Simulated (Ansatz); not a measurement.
# CH6F2O2Si2: up Jacob's ladder to CCSD(T)

One table from this session's results is given with a row withheld; the runs are named, their logs left out.

The runs use Ansatz 0.2.0, Gaussian basis; functionals in def2-TZVPP, the program's frozen cores in correlated methods.

The runs, in order: PBE-D4, r2SCAN-D4, PBE0-D4, B3LYP-D4, ωB97X-V, ωB97M-V, B2PLYP; CCSD(T)/def2-TZVPP; MP2/def2-QZVPP; extrapolation to the limit.

## The geometry

An earlier PBE0-D4 in a triple-zeta def2 set relaxation fixed the geometry.

SMILES `O[Si@H](F)C[Si@H](O)F`, 13 atoms, charge 0, spin multiplicity 1.

Atoms are counted from 1 here; the program's logs count them from 0.

Bond lengths: O1–Si2 1.648 Å, O1–H8 0.959 Å, Si2–F3 1.598 Å, Si2–C4 1.843 Å, Si2–H9 1.479 Å, C4–Si5 1.862 Å, C4–H10 1.097 Å, C4–H11 1.095 Å, Si5–O6 1.626 Å, Si5–F7 1.601 Å, Si5–H12 1.475 Å, O6–H13 0.965 Å. Angles: Si2–O1–H8 118.7°, O1–Si2–F3 108.7°, O1–Si2–C4 106.0°, O1–Si2–H9 110.7°, F3–Si2–C4 110.9°, F3–Si2–H9 105.8°, C4–Si2–H9 114.7°, Si2–C4–Si5 114.6°, Si2–C4–H10 108.0°, Si2–C4–H11 109.0°, Si5–C4–H10 107.9°, Si5–C4–H11 109.7°, H10–C4–H11 107.3°, C4–Si5–O6 110.9°, C4–Si5–F7 106.3°, C4–Si5–H12 114.0°, O6–Si5–F7 111.1°, O6–Si5–H12 107.5° and more.

Set-up of the first run:

in.yaml reads:

```yaml
crystal:
  periodic: [false, false, false]
  atoms:
    - {symbol: O, position_ang: [-0.796290, 1.392566, 0.955229]}
    - {symbol: Si, position_ang: [0.163003, 1.409992, -0.385061]}
    - {symbol: F, position_ang: [-0.461068, 2.426894, -1.447434]}
    - {symbol: C, position_ang: [0.152723, -0.312083, -1.040845]}
    - {symbol: Si, position_ang: [0.273894, -1.638385, 0.260713]}
    - {symbol: O, position_ang: [-0.910895, -1.480755, 1.362607]}
    - {symbol: F, position_ang: [1.715621, -1.473800, 0.937876]}
    - {symbol: H, position_ang: [-0.891896, 2.200234, 1.462794]}
    - {symbol: H, position_ang: [1.505139, 1.940388, -0.061231]}
    - {symbol: H, position_ang: [-0.786839, -0.461120, -1.586424]}
    - {symbol: H, position_ang: [0.969884, -0.425065, -1.761068]}
    - {symbol: H, position_ang: [0.203994, -3.011656, -0.274379]}
    - {symbol: H, position_ang: [-1.137269, -0.567209, 1.577232]}
basis:
  gaussian: {orbitals: def2-TZVPP}
hamiltonian: {xc: pbe, dispersion: d4}
output: {forces: true, orbitals: {seedname: orbitals}}
```

Started as:

```sh
$ ansatz run in.yaml --threads 2 --pin off --events-out ev --progress --plain --max-ram 22528MiB --backend cuda --devices 0, --max-vram 18GiB
```

Among the steps run: PBE-D4 (GGA); r2SCAN-D4 (meta-GGA); PBE0-D4 (hybrid); B3LYP-D4 (hybrid); ωB97X-V (range-separated); ωB97M-V (range-separated); B2PLYP (double hybrid); CCSD(T) in def2-TZVPP; MP2 in def2-QZVPP.

One table of the session follows, with a row left open; its other results are not shown here.

| method | atomisation energy (kJ/mol) |
| --- | --- |
| PBE-D4 | 5272.5 |
| r2SCAN-D4 | 5240.2 |
| PBE0-D4 | 5174.3 |
| B3LYP-D4 | 5198.6 |
| ωB97X-V | 5245.6 |
| ωB97M-V | 5248.5 |
| B2PLYP | ? |
| HF/def2-TZVPP | 3852.8 |
| MP2/def2-TZVPP | 5250.5 |
| CCSD/def2-TZVPP | 5034.8 |
| CCSD(T)/def2-TZVPP | 5108.0 |
| MP2/CBS | 5406.3 |
| CCSD(T)/CBS | 5263.8 |

Estimate the missing values for B2PLYP.

**Answer.** atomisation energy (kJ/mol): 5170.7. In the column «atomisation energy (kJ/mol)» it lies between CCSD(T)/def2-TZVPP (5108.0) and PBE0-D4 (5174.3).

To keep in mind: Free atoms (2 O, 2 Si, 2 F, 1 C, 6 H) were run apart at each level; the atomisation energy is their sum less the molecule, without zero-point or spin-orbit terms.
